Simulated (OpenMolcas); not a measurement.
# Ru²⁺ among point charges: CASSCF and CASPT2 levels and susceptibility

How does a field of 6 point charges split the states of Ru²⁺, and what χT follows?

Method: state-averaged CASSCF and CASPT2, spin-orbit coupling by RASSI with atomic mean-field integrals. Code: OpenMolcas 26.06.

**1. The system**

```
Species                           : Ru²⁺ (ruthenium, Z = 44, 42 electrons)
Basis                             : ANO-RCC-VDZP [6s5p3d1f], 43 functions
Scalar Hamiltonian                : DKH2, point nucleus
Inactive shells                   : 1s 2s 2p 3s 3p 3d 4s 4p
Active space                      : 6 electrons in 5 orbitals (4d)
Some configurations of this space : 4d⁶
Orbitals                          : optimised for each spin and parity, averaged over all roots
```

Outer shells as boxes (Hund's rule):

4d6
```
4d [↑↓][↑ ][↑ ][↑ ][↑ ]
```

The ion sits among 6 point charges of -1.36 e arranged as an octahedron (Oh), 2.21 Å from the ion.

The work runs as a chain of OpenMolcas steps in one folder; each step below is one input file. Labels, J, g values, rates, χT and fits are worked out afterwards by a script from the matrices that RASSI stores. The input lists half of the charges; inversion (Group=XYZ) makes the rest.

**2. One- and two-electron integrals**

File a.inp:

```
&GATEWAY
Coord
1

Ru 0.0 0.0 0.0
Basis=ANO-RCC-VDZP
Group=XYZ
NoMove
AngMom=0.0 0.0 0.0
AMFI
XField
3 Angstrom 0
2.210000 0.000000 0.000000 -1.360000
0.000000 2.210000 0.000000 -1.360000
0.000000 0.000000 2.210000 -1.360000
&SEWARD
```

On the command line:

```sh
$ OMP_NUM_THREADS=1 MOLCAS_MEM=1689 MOLCAS_PROJECT=a pymolcas a.inp > a.log
```

**3. CASSCF: quintets of even parity, 5 roots**

File a.inp:

```
&RASSCF
FileOrb=start.orb
Symmetry=1
Spin=5
nActEl=6 0 0
Inactive=9 9
Ras2=5 0
CIRoot=5 5 1
SDav=5
CIMx=300
Iter=120 100
PrWF=0.3
OrbListing=Nothing
MaxOrb=0
>>> COPY $Project.JobIph JOB001
```

start.orb holds the contracted functions of the basis, ordered by shell, or the orbitals of the step before.

**4. CASSCF: triplets of even parity, 45 roots**

File a.inp:

```
&RASSCF
FileOrb=start.orb
Symmetry=1
Spin=3
nActEl=6 0 0
Inactive=9 9
Ras2=5 0
CIRoot=45 45 1
SDav=45
CIMx=300
Iter=120 100
PrWF=0.3
OrbListing=Nothing
MaxOrb=0
>>> COPY $Project.JobIph JOB002
```

**5. CASSCF: singlets of even parity, 50 roots**

File a.inp:

```
&RASSCF
FileOrb=start.orb
Symmetry=1
Spin=1
nActEl=6 0 0
Inactive=9 9
Ras2=5 0
CIRoot=50 50 1
SDav=50
CIMx=300
Iter=120 100
PrWF=0.3
OrbListing=Nothing
MaxOrb=0
>>> COPY $Project.JobIph JOB003
```

**6. RASSI: spin-orbit coupling between the states**

File a.inp:

```
&RASSI
NrOfJobIphs=3 5 45 50
1 2 3 4 5
1 2 3 4 5 6 7 8 9 10 11 12 13 14 15 16 17 18 19 20 21 22 23 24 25 26 27
28 29 30 31 32 33 34 35 36 37 38 39 40 41 42 43 44 45
1 2 3 4 5 6 7 8 9 10 11 12 13 14 15 16 17 18 19 20 21 22 23 24 25 26 27
28 29 30 31 32 33 34 35 36 37 38 39 40 41 42 43 44 45 46 47 48 49 50
IphNames
JOB001
JOB002
JOB003
EJob
SpinOrbit
DIPRint=1.0
SOCoupling=1000.0
Subsets=2
Property=9
'ANGMOM' 1 'ANGMOM' 2 'ANGMOM' 3 'MLTPL  1' 1 'MLTPL  1' 2 'MLTPL  1' 3
'AMFI' 1 'AMFI' 2 'AMFI' 3
SOProperty=3
'ANGMOM' 1 'ANGMOM' 2 'ANGMOM' 3
```

**7. CASPT2: IPEA 0.25, imaginary shift 0.1 (closed shells correlated: 4s 4p)**

File a.inp:

```
>>> COPY JOB001 $Project.JobIph
&CASPT2
Multistate=5 1 2 3 4 5
NoMult
Frozen=8 6
IPEA=0.25
Imaginary=0.1
MaxIter=60
WThr=0.0 0.3 0.05
PrWF=0.5
NoMix
>>> COPY JOB002 $Project.JobIph
&CASPT2
Multistate=45 1 2 3 4 5 6 7 8 9 10 11 12 13 14 15 16 17 18 19 20 21 22
23 24 25 26 27 28 29 30 31 32 33 34 35 36 37 38 39 40 41 42 43 44 45
NoMult
Frozen=8 6
IPEA=0.25
Imaginary=0.1
MaxIter=60
WThr=0.0 0.3 0.05
PrWF=0.5
NoMix
>>> COPY JOB003 $Project.JobIph
&CASPT2
Multistate=50 1 2 3 4 5 6 7 8 9 10 11 12 13 14 15 16 17 18 19 20 21 22
23 24 25 26 27 28 29 30 31 32 33 34 35 36 37 38 39 40 41 42 43 44 45 46
47 48 49 50
NoMult
Frozen=8 6
IPEA=0.25
Imaginary=0.1
MaxIter=60
WThr=0.0 0.3 0.05
PrWF=0.5
NoMix
```

(Steps that only read results are left out.)

What does the calculation give? Wanted: spin-free ground state; first state of the same spin within the active space; lowest level; next level.

As calculated:

| quantity | value |
| --- | --- |
| method | SS-CASPT2, IPEA 0.25, imaginary shift 0.1 (closed shells correlated: 4s 4p) |
| spin-free ground state | 5T2, 3-fold in its orbital part |
| first state of the same spin within the active space | 5E at 7210 cm⁻¹ |
| lowest level | 3-fold T2 |
| next level | 389.3 cm⁻¹ |
| χT at 300 K | 4.38 cm³ K/mol |
| effective moment at 300 K | 5.92 μB |

Cost by method:

```tsv
method	time of its own steps	time with the reference
A. CASSCF	16 s	16 s
B. SS-CASPT2, IPEA 0.25, imaginary shift 0.1, +4s 4p	3.5 s	19 s
```

Times are of one thread on a shared host.

**Reading.** The spin-free ground state (5T2) comes to 100 % from free-ion D terms and keeps the highest spin of the shell. χT at 300 K is 4.38, against 3.01 cm³ K/mol for the spin alone, so orbital moment adds to it. An active space of the d shell alone favours high spin; real ions in strong fields can be low spin. CASPT2 does not keep the components of a term degenerate, and the means are used. The field of point charges can differ much from that of real complexes. With metal d orbitals alone active, the gaps between spin states are rough; where two lie within a few thousand cm-1, their order is open. Point charges carry no covalency, so the field is a model and not that of real ligands.
